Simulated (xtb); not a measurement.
# C4H7Si+ (SMILES C#C[Si+](C)C) at GFN2-xTB

We compute a structure relaxation of C4H7Si+. 

The calculation is run with xtb 6.7.1 later snapshot.

7 further runs of the same task are left out: 7 set aside as unsound or not needed.

## (1) The system as given

The species is C4H7Si+ (12 atoms), meant as a singlet with charge +1. As SMILES, `C#C[Si+](C)C`. The coordinates come from a GFN2-xTB relaxation. The run starts from this shape.

Bond lengths: C1–C2 1.206 Å, C2–Si3 1.828 Å, Si3–C4 1.875 Å, Si3–C5 1.875 Å, C1–H6 1.055 Å, C4–H7 1.091 Å, C4–H8 1.091 Å, C4–H9 1.092 Å, C5–H10 1.091 Å, C5–H11 1.091 Å, C5–H12 1.091 Å. Some angles: C1–C2–Si3 179.8°, C2–Si3–C4 117.9°, C2–Si3–C5 117.4°, C4–Si3–C5 124.7°, C2–C1–H6 179.8°, Si3–C4–H7 111.3°, Si3–C4–H8 111.2°, Si3–C4–H9 111.8°, Si3–C5–H10 111.3°, Si3–C5–H11 111.3°.

## (2) A structure relaxation at GFN2-xTB

struc.xyz

```xyz
12

C     -0.352590     2.882200     0.579990
C     -0.213430     1.707620     0.343350
Si     0.003690    -0.072110    -0.012640
C     -0.916440    -1.301250     1.064400
C      1.139860    -0.537080    -1.430380
H     -0.478130     3.909660     0.784450
H     -0.227260    -1.978420     1.570570
H     -1.591390    -1.918640     0.470660
H     -1.512830    -0.802390     1.830460
H      2.151060    -0.160800    -1.268250
H      0.791960    -0.110400    -2.372160
H      1.205510    -1.618390    -1.560440
```

The run is started by

```sh
$ xtb struc.xyz -o vtight -c 1 > xtb.out 2> xtb.err
```

What values should one expect? Wanted: total energy at the end; HOMO energy; LUMO energy; HOMO–LUMO gap; dispersion energy; mean polarisability.

**Answer.** As computed:

Level: GFN2-xTB.

| quantity | value |
| --- | --- |
| total energy at the end | -13.34637 Eh |
| HOMO energy | -16.46 eV |
| LUMO energy | -12.66 eV |
| HOMO–LUMO gap | 3.80 eV |
| dispersion energy | -15.27 kJ/mol |
| mean polarisability (D4 model) | 75.1 bohr³ |

In words: At the final geometry: Bond lengths: C1–C2 1.206 Å, C2–Si3 1.828 Å, Si3–C4 1.875 Å, Si3–C5 1.875 Å, C1–H6 1.055 Å, C4–H7 1.091 Å, C4–H8 1.091 Å, C4–H9 1.092 Å, C5–H10 1.091 Å, C5–H11 1.091 Å, C5–H12 1.091 Å. Some angles: C1–C2–Si3 179.9°, C2–Si3–C4 117.9°, C2–Si3–C5 117.4°, C4–Si3–C5 124.7°, C2–C1–H6 179.9°, Si3–C4–H7 111.3°, Si3–C4–H8 111.3°, Si3–C4–H9 111.8°, Si3–C5–H10 111.3°, Si3–C5–H11 111.3°. The optimisation took 6 steps and changed the energy by -0.000 eV.
